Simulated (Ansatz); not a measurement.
# ScSiH3ClOF: how energies converge with the basis set

Program: Ansatz 0.2.0, Gaussian basis. Level of theory: one geometry, several basis sets. These are calculated values, not measurements.

The runs, in order: PBE0-D4/def2-SVP; ωB97M-V/def2-SVP; PBE0-D4/def2-QZVPP; ωB97M-V/def2-QZVPP; the functionals' def2-TZVPP values are taken from earlier runs.

**1. The geometry**

All runs share one geometry, relaxed beforehand with PBE0-D4/def2-TZVP.

SMILES `[F][Sc]([Cl])[O][SiH3]`, 8 atoms, charge 0, spin multiplicity 1.

Atoms are counted from 1 here; the program's logs count them from 0.

Bond lengths: F1–Sc2 1.831 Å, Sc2–Cl3 2.305 Å, Sc2–O4 1.863 Å, O4–Si5 1.639 Å, Si5–H6 1.487 Å, Si5–H7 1.486 Å, Si5–H8 1.487 Å. Angles: F1–Sc2–Cl3 121.4°, F1–Sc2–O4 117.9°, Cl3–Sc2–O4 120.7°, Sc2–O4–Si5 179.5°, O4–Si5–H6 109.8°, O4–Si5–H7 110.1°, O4–Si5–H8 109.6°, H6–Si5–H7 109.0°, H6–Si5–H8 109.1°, H7–Si5–H8 109.1°.

Coordinates:

| atom | x (Å) | y (Å) | z (Å) |
| --- | --- | --- | --- |
| F1 | 1.5694 | -0.5985 | 2.7597 |
| Sc2 | 1.3195 | -0.9838 | 0.9868 |
| Cl3 | 2.5524 | -2.6171 | -0.0741 |
| O4 | 0.0303 | -0.0121 | 0.0577 |
| Si5 | -1.1060 | 0.8521 | -0.7474 |
| H6 | -2.3197 | 1.0013 | 0.0982 |
| H7 | -1.4759 | 0.1579 | -2.0085 |
| H8 | -0.5700 | 2.2002 | -1.0722 |

**2. PBE0-D4 in def2-SVP**

in.yaml reads:

```yaml
crystal:
  periodic: [false, false, false]
  atoms:
    - {symbol: F, position_ang: [1.569398, -0.598460, 2.759658]}
    - {symbol: Sc, position_ang: [1.319469, -0.983771, 0.986761]}
    - {symbol: Cl, position_ang: [2.552438, -2.617136, -0.074128]}
    - {symbol: O, position_ang: [0.030322, -0.012082, 0.057696]}
    - {symbol: Si, position_ang: [-1.106023, 0.852080, -0.747450]}
    - {symbol: H, position_ang: [-2.319677, 1.001272, 0.098154]}
    - {symbol: H, position_ang: [-1.475879, 0.157870, -2.008478]}
    - {symbol: H, position_ang: [-0.570048, 2.200227, -1.072223]}
basis:
  gaussian: {orbitals: def2-SVP}
hamiltonian: {xc: pbe0, dispersion: d4}
output: {orbitals: {seedname: orbitals}}
```

The run is started by

```
$ ansatz run in.yaml --threads 2 --pin off --events-out ev --progress --plain --max-ram 22528MiB --backend cpu
```

Q: Estimate wall time and peak memory on 2 threads of AMD EPYC 7R13, shared host.

About 3 s, with a peak of 0.25 GiB.
